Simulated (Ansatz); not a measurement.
# Hf3Si2N: the cost of one run

Computed with Ansatz 0.2.0 (DFT PBE, scalar-relativistic, plane waves, PAW, unless a step's input says otherwise).

1 further run of the same task is left out (it didn't finish).

**1. The structure to begin with**

It takes space group Pmmm (No. 47, orthorhombic). The conventional cell has a = 3.544 Å, b = 4.674 Å, c = 6.694 Å, α = 90.00°, β = 90.00°, γ = 90.00°. Hf (site symmetry m2m) is surrounded by 4 Hf at 2.15 to 2.45 Å and 2 Si at 2.51 Å. Around Hf (site symmetry mmm) lie 4 Hf at 2.15 Å. Around Si (site symmetry mm2) lie 1 Si at 2.30 Å and 2 Hf at 2.51 Å. Around N (site symmetry mmm) lie 8 Si at 3.15 Å and 2 N at 3.54 Å.

Coordinates:

```xyz
6
Lattice="3.5438 0.0000 0.0000 0.0000 4.6739 0.0000 0.0000 0.0000 6.6940" Properties=species:S:1:pos:R:3 pbc="T T T"
Hf    0.0000    1.2240    3.3470
Hf    0.0000    3.4499    3.3470
Hf    1.7719    0.0000    3.3470
Si    0.0000    0.0000    1.1511
Si    0.0000    0.0000    5.5429
N     1.7719    2.3370    0.0000
```

A structure generator made this guess: random cell by space group and Wyckoff sites (Pmmm, No. 47). Lengths come from tabulated atomic sizes and are only a guess.

**2. Probe: one point on a coarse mesh**

input.yaml reads:

```yaml
crystal:
  lattice:
    - [3.54376043, 0.0, 0.0]
    - [0.0, 4.67390181, 0.0]
    - [0.0, 0.0, 6.69396124]
  atoms:
    - { symbol: Hf, position: [0.0, 0.26187787, 0.5] }
    - { symbol: Hf, position: [0.0, 0.73812213, 0.5] }
    - { symbol: Hf, position: [0.5, 0.0, 0.5] }
    - { symbol: Si, position: [0.0, 0.0, 0.17196104] }
    - { symbol: Si, position: [0.0, 0.0, 0.82803896] }
    - { symbol: "N", position: [0.5, 0.5, 0.0] }
basis:
  ecutwfc: 420
kpoints:
  mp_grid: { grid: [6, 4, 4] }
hamiltonian:
  xc: pbe
scf:
  occupations: { method: gaussian, width: 0.1 }
  lower_state_search: "off"
output:
  forces: true
  stress: true
  eigenvalues: true
```

Launch:

```bash
$ ansatz run input.yaml --threads 1 --pin off --max-ram 2560MiB --backend cpu --events-out ev --progress --plain --runs-dir out
```

Q: Estimate wall time and peak memory on 1 thread of Intel Xeon at 2.50GHz (Skylake/Cascade Lake), shared host.

About 27 s, with a peak of 0.49 GiB.
